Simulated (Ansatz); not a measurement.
# Cl2FH3MoO3: basis-set convergence

Aim: see how fast density functionals converge with the basis set for Cl2FH3MoO3.

Method: one geometry, several basis sets; program: Ansatz 0.2.0, Gaussian basis.

The runs, in order: PBE0-D4/def2-SVP; ωB97M-V/def2-SVP; PBE0-D4/def2-QZVPP; ωB97M-V/def2-QZVPP; the functionals' def2-TZVPP values are taken from earlier runs.

### 1 Structure used throughout

The geometry comes from an earlier relaxation with PBE0-D4 in a triple-zeta def2 set; it is a stationary point, not always the lowest conformer. Mo takes the def2 core potential; no spin-orbit term is included.

SMILES `[OH][Mo]([OH])([OH])([F])([Cl])[Cl]`, 10 atoms, charge 0, spin multiplicity 1.

Atoms are counted from 1 here; the program's logs count them from 0.

Bond lengths: O1–Mo2 1.845 Å, O1–H8 0.965 Å, Mo2–O3 1.855 Å, Mo2–O4 1.838 Å, Mo2–F5 1.866 Å, Mo2–Cl6 2.331 Å, Mo2–Cl7 2.357 Å, O3–H9 0.965 Å, O4–H10 0.963 Å. Angles: Mo2–O1–H8 121.3°, O1–Mo2–O3 93.6°, O1–Mo2–O4 94.0°, O1–Mo2–F5 99.9°, O1–Mo2–Cl6 165.3°, O1–Mo2–Cl7 81.2°, O3–Mo2–O4 91.8°, O3–Mo2–F5 81.9°, O3–Mo2–Cl6 101.0°, O3–Mo2–Cl7 166.7°, O4–Mo2–F5 165.1°, O4–Mo2–Cl6 83.9°, O4–Mo2–Cl7 100.8°, F5–Mo2–Cl6 84.1°, F5–Mo2–Cl7 86.9°, Cl6–Mo2–Cl7 84.9°, Mo2–O3–H9 119.2°, Mo2–O4–H10 126.0°.

### 2 PBE0-D4 in def2-SVP

Contents of in.yaml:

```yaml
crystal:
  periodic: [false, false, false]
  atoms:
    - {symbol: O, position_ang: [-0.733822, -1.607971, -0.269126]}
    - {symbol: Mo, position_ang: [-0.079441, 0.088389, 0.045661]}
    - {symbol: O, position_ang: [1.155558, -0.494377, 1.300387]}
    - {symbol: O, position_ang: [1.164347, -0.000184, -1.304275]}
    - {symbol: F, position_ang: [-1.043893, 0.522420, 1.583252]}
    - {symbol: Cl, position_ang: [0.387534, 2.370891, -0.013041]}
    - {symbol: Cl, position_ang: [-2.012067, 0.666026, -1.172796]}
    - {symbol: H, position_ang: [-1.506630, -1.751890, -0.829430]}
    - {symbol: H, position_ang: [0.910747, -0.501740, 2.234202]}
    - {symbol: H, position_ang: [1.757676, 0.708427, -1.574834]}
basis:
  gaussian: {orbitals: def2-SVP}
hamiltonian: {xc: pbe0, dispersion: d4}
output: {orbitals: {seedname: orbitals}}
```

Launch:

```sh
$ ansatz run in.yaml --threads 4 --pin off --events-out ev --progress --plain --max-ram 11315MiB
```

After this run come: ωB97M-V in def2-SVP; PBE0-D4 in def2-QZVPP; ωB97M-V in def2-QZVPP.

Before running them: what should the planned runs give, taken together? Wanted: PBE0-D4: double and triple zeta above quadruple; ωB97M-V: double and triple zeta above quadruple.

The runs gave:

| quantity | value |
| --- | --- |
| PBE0-D4: double and triple zeta above quadruple | 21.72, 1.36 eV |
| ωB97M-V: double and triple zeta above quadruple | 21.81, 1.31 eV |

**Reading.** PBE0-D4 gains 20.36 eV from double to triple zeta, then 1.36 eV more. Total energies overstate the basis error of differences, where much of it tends to cancel.
